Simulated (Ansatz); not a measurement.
Relaxation of a periodic cell of 23 atoms, Sn₈NO₁₄ (host SnO2, host structure P4_2/mnm, dopant N, one O atom removed), cell charge +2, to a largest force component of 0.03 eV/Å in at most 60 steps.

Computed with DFT PBE, scalar-relativistic, plane waves, PAW in Ansatz 0.2.0. Settings: PAW set soft_1, cutoff 420 eV, k mesh 2x2x2, gaussian smearing 0.05 eV, spin collinear.

```xyz
23
Lattice="-4.7648 -4.7648 0.0000 4.7648 -4.7648 0.0000 0.0000 0.0000 6.4150" Properties=species:S:1:pos:R:3
Sn 2.391 -2.363 1.665
Sn 0.069 -4.796 0.028
O 0.932 -0.880 1.675
O 3.835 -3.897 1.600
O 1.518 -3.327 -0.043
O -1.505 -6.207 -0.003
Sn 2.361 -2.334 4.787
Sn 0.030 -4.749 3.245
O 0.923 -0.967 4.815
O 3.896 -3.856 4.815
O 1.476 -3.287 3.250
O -1.428 -6.173 3.221
Sn -2.345 -2.377 1.659
Sn 0.020 -0.007 0.038
N -0.907 -3.869 1.584
O -3.359 -3.311 -0.013
O -1.547 -1.490 -0.074
Sn -2.419 -2.348 4.815
Sn 0.027 -0.021 3.268
O 0.925 -5.657 4.811
O -0.894 -3.847 4.781
O -3.314 -3.337 3.228
O -1.459 -1.469 3.175
```

Problem. Where does it end, and by what steps?

Solution. The run converged. Limits of this set-up: coarse k mesh, a small cell, in which the defect meets its images, charged cell in a uniform background, uncorrected. After 4 steps the energy has fallen by 1.759 eV; Sn2 moved furthest, 0.20 Å.

| step | energy less start (eV) | largest force component (eV/Å) | accepted |
| --- | --- | --- | --- |
| 0 | 0.0000 | 3.052 | yes |
| 1 | -1.5272 | 1.731 | yes |
| 2 | -1.7259 | 0.926 | yes |
| 3 | -1.7560 | 0.109 | yes |
| 4 | -1.7588 | 0.013 | yes |

```xyz
23
Lattice="-4.7648 -4.7648 0.0000 4.7648 -4.7648 0.0000 0.0000 0.0000 6.4150" Properties=species:S:1:pos:R:3
Sn 2.407 -2.402 1.612
Sn -0.044 -4.715 -0.110
O 0.947 -0.948 1.612
O 3.856 -3.843 1.612
O 1.491 -3.377 0.024
O -1.387 -6.246 0.023
Sn 2.408 -2.404 4.820
Sn -0.045 -4.714 3.335
O 0.944 -0.943 4.819
O 3.862 -3.853 4.820
O 1.490 -3.377 3.201
O -1.386 -6.247 3.201
Sn -2.240 -2.518 1.612
Sn 0.007 -0.002 0.017
N -0.774 -3.984 1.612
O -3.353 -3.217 0.051
O -1.548 -1.400 0.051
Sn -2.430 -2.329 4.820
Sn 0.007 -0.001 3.207
O 0.901 -5.665 4.819
O -0.989 -3.766 4.821
O -3.353 -3.217 3.173
O -1.546 -1.401 3.173
```

Time of the run: 47 s on 4 threads of Arm Neoverse V1, with other jobs on the host, peak memory 1.2 GiB.
